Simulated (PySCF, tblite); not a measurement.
# C5H14SSi2: geometry, infrared bands and NMR shifts

Aim: predict the infrared bands and NMR shifts of C5H14SSi2 (`CC/C=C\[SiH2]S[SiH2]C`).

Programs: tblite 0.8.0 and PySCF 2.14.0, with density-fitted response routines of our own. Each step states its level of theory. These are calculated values for one molecule in the gas phase, unless marked as measured. Atoms count from 0, in the outputs and in this text.

## 1. Starting geometry

22 atoms, charge 0, multiplicity 1; geometry from: force field or distance geometry start.

Bonds of the start (Å): C0–C1 1.53, C1–C2 1.49, C2–C3 1.31, C3–Si4 1.87, Si4–S5 2.12, S5–Si6 2.15, Si6–C7 1.88, C0–H8 1.11, C0–H9 1.10, C0–H10 1.12, C1–H11 1.09, C1–H12 1.12, C2–H13 1.11, C3–H14 1.10, Si4–H15 1.48, Si4–H16 1.46, Si6–H17 1.48, Si6–H18 1.48, C7–H19 1.09, C7–H20 1.11, C7–H21 1.10.

## 2. Geometry optimisation with GFN2-xTB

The job: settings as JSON, then the geometry in Å.

```
{"job": {"kind": "relax", "xc": "GFN2-xTB", "basis": "xTB"}, "charge": 0, "multiplicity": 1}
C     -3.820000     0.447300     0.228500
C     -2.434800     0.830000    -0.285400
C     -1.756000    -0.410800    -0.743200
C     -0.627800    -0.833300    -0.219500
Si     0.214000     0.069700     1.179400
S      2.072500    -0.812800     1.694900
Si     3.306500    -1.181600    -0.026200
C      3.826600     0.501900    -0.675300
H     -4.264700     1.363500     0.680100
H     -3.676500    -0.292900     1.036000
H     -4.468500     0.028500    -0.579800
H     -2.610500     1.571600    -1.070500
H     -1.890400     1.320200     0.555600
H     -2.174600    -1.023800    -1.562700
H     -0.186100    -1.760600    -0.607400
H      0.414500     1.443800     0.680300
H     -0.718100     0.091300     2.304900
H      2.452000    -1.873500    -1.017600
H      4.504600    -1.976900     0.309000
H      2.997100     1.011800    -1.167400
H      4.106400     1.100400     0.210600
H      4.723200     0.405600    -1.310600
```

Started as:

```sh
OMP_NUM_THREADS=1 python probes_run.py task.json out
```

The driver reads the jobs from task.json and runs them one after another.

**Question.** This job is followed by: GFN2-xTB harmonic vibrations, gas phase; GIAO PBE0/pcSseg-1 NMR shielding, non-relativistic, gas phase. Predict these results of the whole session: strongest single infrared mode (GFN2-xTB); zero-point energy (GFN2-xTB); ¹³C shifts against TMS (PBE0/pcSseg-1); ¹H shifts against TMS (PBE0/pcSseg-1, means over atoms taken as alike); ²⁹Si shifts against TMS (PBE0/pcSseg-1); ³³S shifts against CS2 (PBE0/pcSseg-1); surface potential, 1st and 99th percentile.

As calculated:

| quantity | value |
| --- | --- |
| strongest single infrared mode (GFN2-xTB) | 713 cm⁻¹, 373 km/mol |
| zero-point energy (GFN2-xTB) | 106.4 kcal/mol |
| ¹³C shifts against TMS (PBE0/pcSseg-1) | 163.6, 126.8, 34.5, 15.9, -2.5 ppm |
| ¹H shifts against TMS (PBE0/pcSseg-1, means over atoms taken as alike) | 6.75, 5.75, 5.23, 4.93, 2.06, 1.10, 0.39 ppm |
| ²⁹Si shifts against TMS (PBE0/pcSseg-1) | -31.0, -47.5 ppm |
| ³³S shifts against CS2 (PBE0/pcSseg-1) | -293 ppm |
| surface potential, 1st and 99th percentile | -1.11 V and 0.91 V |

**Reading.** Over 81 steps the energy fell by 0.437 eV; of the close pairs, Si4–S5 changed most, 2.121 to 2.156 Å. The lowest mode is slightly imaginary (12i cm⁻¹), a soft motion within the noise of the Hessian, so the minimum is not strictly shown. The strongest single mode, at 713 cm⁻¹, moves mainly H16 and H15. Unscaled tight-binding wavenumbers are off by several per cent, some by more. Its intensities can rank the bands wrongly. At PBE0/pcSseg-1: The largest span, 253 ppm, is at C2, where the paramagnetic term is -234 ppm. By nearest atom (PBE0/pcSseg-1), the HOMO sits on S5 76 % and the LUMO on C2, C3 about 26 % each; Si4 8 %.
